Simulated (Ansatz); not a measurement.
# Al2O: the cost of one run

All numbers are computed with Ansatz 0.2.0 through its Python package. The levels of theory stand in the script.

### Step 1. Starting point

It takes space group Fm-3m (No. 225, cubic). Conventional cell: a = 5.691 Å, b = 5.691 Å, c = 5.691 Å, α = 90.00°, β = 90.00°, γ = 90.00°. Around Al (site symmetry -43m) lie 4 O at 2.46 Å. Around O (site symmetry m-3m) lie 8 Al at 2.46 Å.

No structure file is read: the coordinates are typed or built in the script.

### Step 2. Script

al2o.py

```python
import ansatz as az
from ase import Atoms
import numpy as np


def count_gap(report):
    # lowest empty less highest filled band, counting bands; zero where they overlap
    return max(report.get("gap_by_band_count_ev") or 0.0, 0.0)

atoms = Atoms(
    ["Al", "Al", "O"],
    scaled_positions=[
        (0.25, 0.25, 0.25),
        (0.75, 0.75, 0.75),
        (0.0, 0.0, 0.0),
    ],
    cell=[
        (0.0, 2.84571, 2.84571),
        (2.84571, 0.0, 2.84571),
        (2.84571, 2.84571, 0.0),
    ],
    pbc=True,
)
xtal = az.Crystal.from_ase(atoms)

job = (
    xtal.calculation()
    .functional(az.Functional.LDA)
    .kpoints(7)
    .occupations("cold")
    .stress()
    .forces()
    .band_table()
)
variants = {
    "PAW": job.pseudopotentials("paw"),
    "LAPW": job.pseudopotentials("all_electron", lapw=True),
}
rows = []
for label, variant in variants.items():
    report = variant.run(threads=1).report
    levels = np.array(report["eigenvalues_ev"][0]) - report["fermi_energy_ev"]
    print(label, "levels at the first k-point near E_F:", np.round(levels[np.abs(levels) < 5], 3))
    rows.append((label, report["n_electrons"], np.trace(report["stress_gpa"]) / 3, count_gap(report)))
for row in rows:
    print("; ".join(f"{name} = {round(v, 4) if isinstance(v, float) else v}" for name, v in zip(["treatment", "electrons in bands", "P GPa", "gap by band count eV"], row)))
```

### Step 3. The calls as engine input

The package turns the script's settings into the engine's input (first run):

```yaml
crystal:
  lattice:
    - [0.0, 2.84571, 2.84571]
    - [2.84571, 0.0, 2.84571]
    - [2.84571, 2.84571, 0.0]
  atoms:
    - { symbol: Al, position: [0.25, 0.25, 0.25] }
    - { symbol: Al, position: [0.75, 0.75, 0.75] }
    - { symbol: O, position: [0.0, 0.0, 0.0] }
kpoints:
  mp_grid:
    grid: [7, 7, 7]
hamiltonian:
  xc: lda
  pseudopotentials:
    kind: paw
scf:
  occupations:
    method: cold
output:
  forces: true
  stress: true
  eigenvalues: true
```

### Step 4. Launch

Started as:

```sh
python al2o.py
```

**Question.** How long does this script take on 1 thread of Intel Xeon Platinum 8488C (Sapphire Rapids), shared host, and how much memory does it need?

About 4.4 s, with a peak of 0.45 GiB.
